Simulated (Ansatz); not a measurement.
# Cs2LiScF6: the cost of one run

Program: Ansatz 0.2.0. Level of theory: DFT PBEsol, scalar-relativistic, plane waves, PAW. These are calculated values, not measurements.

2 further runs of the same task are left out: 1 that didn't finish, 1 set aside as unsound or not needed.

## Step 1: The structure to begin with

It takes space group Fm-3m (No. 225, cubic). Conventional cell: a = 8.593 Å, b = 8.593 Å, c = 8.593 Å, α = 90.00°, β = 90.00°, γ = 90.00°. Around Cs (site symmetry -43m) lie 12 F at 3.04 Å. Li (site symmetry m-3m) has 6 F at 2.26 Å as nearest neighbours. Sc (site symmetry m-3m) has 6 F at 2.03 Å as nearest neighbours. F (site symmetry 4mm) has 1 Sc at 2.03 Å and 1 Li at 2.26 Å as nearest neighbours.

Structure file:

```
Cs Li Sc F
1.0
     0.00000    4.29640    4.29640
     4.29640    0.00000    4.29640
     4.29640    4.29640    0.00000
Cs Li Sc F
2 1 1 6
Direct
  0.75000 0.75000 0.75000
  0.25000 0.25000 0.25000
  0.50000 0.50000 0.50000
  0.00000 0.00000 0.00000
  0.76318 0.23682 0.23682
  0.23682 0.23682 0.76318
  0.23682 0.76318 0.76318
  0.23682 0.76318 0.23682
  0.76318 0.23682 0.76318
  0.76318 0.76318 0.23682
```

It goes back to an entry of the Materials Project, which need not be the stable form.

It is the result of an earlier relaxation at this level (volume 15.86 Å³/atom; gap on the mesh: 6.80 eV).

## Step 2: The reference cell

The reference gives a free energy of -18305.0165 eV, pressure 0.00 GPa, largest force 0.000 eV/Å and gap on the mesh 6.80 eV. It was computed beforehand with the settings of the runs below.

## Step 3: Setting up freezing in a mode

Mode 4 of the phonon run on this cell, counted from the lowest, is frozen in: each atom moves by x times its row below, so x is the largest displacement.

```
atom      ux     uy     uz
 Cs1   0.038  0.000  0.000
 Cs2   0.038  0.000  0.000
 Li3   1.000  0.000  0.000
 Sc4  -0.066  0.000  0.000
  F5  -0.276  0.000  0.000
  F6  -0.048  0.000  0.000
  F7  -0.276  0.000  0.000
  F8  -0.048  0.000  0.000
  F9  -0.048  0.000  0.000
 F10  -0.048  0.000  0.000
```

## Step 4: Point x = -0.400 Å

input.yaml

```yaml
crystal:
  lattice:
    - [0.0, 4.2963951983, 4.2963951983]
    - [4.2963951983, 0.0, 4.2963951983]
    - [4.2963951983, 4.2963951983, 0.0]
  atoms:
    - { symbol: Cs, position: [0.75177438, 0.74822562, 0.74822562] }
    - { symbol: Cs, position: [0.25177438, 0.24822562, 0.24822562] }
    - { symbol: Li, position: [0.5465506525, 0.4534493475, 0.4534493475] }
    - { symbol: Sc, position: [-0.0030510315, 0.0030510315, 0.0030510315] }
    - { symbol: F, position: [0.7503113525, 0.2496886475, 0.2496886475] }
    - { symbol: F, position: [0.23460143, 0.2390377562, 0.76539857] }
    - { symbol: F, position: [0.2239505387, 0.7760494613, 0.7760494613] }
    - { symbol: F, position: [0.23460143, 0.76539857, 0.2390377562] }
    - { symbol: F, position: [0.7609622438, 0.2390377562, 0.76539857] }
    - { symbol: F, position: [0.7609622438, 0.76539857, 0.2390377562] }
basis:
  ecutwfc: 420
kpoints:
  mp_grid: { grid: [6, 6, 6] }
hamiltonian:
  xc: pbesol
scf:
  occupations: { method: gaussian, width: 0.05 }
output:
  forces: true
  stress: true
  eigenvalues: true
```

Command:

```
$ ansatz run input.yaml --threads 2 --pin off --max-ram 5120MiB --backend cpu --events-out ev --progress --plain --runs-dir out
```

What time and memory should one allow on 2 threads of Arm Neoverse V1, shared host?

About 12 s, with a peak of 0.52 GiB.
